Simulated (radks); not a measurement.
# Pr⁵⁶⁺ in 1s1.5 2s1.5: an all-electron calculation

Aim: the levels, the sizes of the orbitals and the parts of the energy of the praseodymium ion Pr56+.

The numbers are computed with radks (a radial shooting solver on a logarithmic mesh, Libxc functionals) version 1 (scalar-relativistic Kohn-Sham, BLYP, spin-polarised, spherical densities, finite nucleus; open shells are filled with parallel spins first), except any that are marked as measured or tabulated.

### 1 The atom as given

```
element            : praseodymium (Z = 59)
charge             : +56
electrons          : 3
configuration      : 1s1.5 2s1.5
nuclear rms radius : 4.8919 fm
```

### 2 The calculation

Input:

```text
Z 59
configuration 1s1.5 2s1.5 2p0 3s0 3d0
relativity scalar-relativistic
functional b88,lyp
spin polarised
nucleus finite rms 4.8919 fm
c 137.035999084
```

The run is started by

```
python run_ks.py task.json out
```

The same process makes all the runs of this session.

What does the calculation give?

The runs gave:

```
                        quantity                       value
                    total energy          -3390.5467 hartree
exchange-correlation share of it                      1.09 %
                            −T/E                      1.1016
          highest occupied level        2s down, -11837.9 eV
    most extended occupied level  2s down, <r> = 0.0970 bohr
 radius at density 0.001 e/bohr³                  0.347 bohr
    maxima of the radial density                           2
```

2 principal shells are occupied and 2 maxima appear in the radial density. −T/E is 1.102: with relativity the kinetic term as defined here no longer equals −E. This is not the tabulated ground configuration, so its levels and sizes aren't those of the ground state, and no measured value stands beside it.
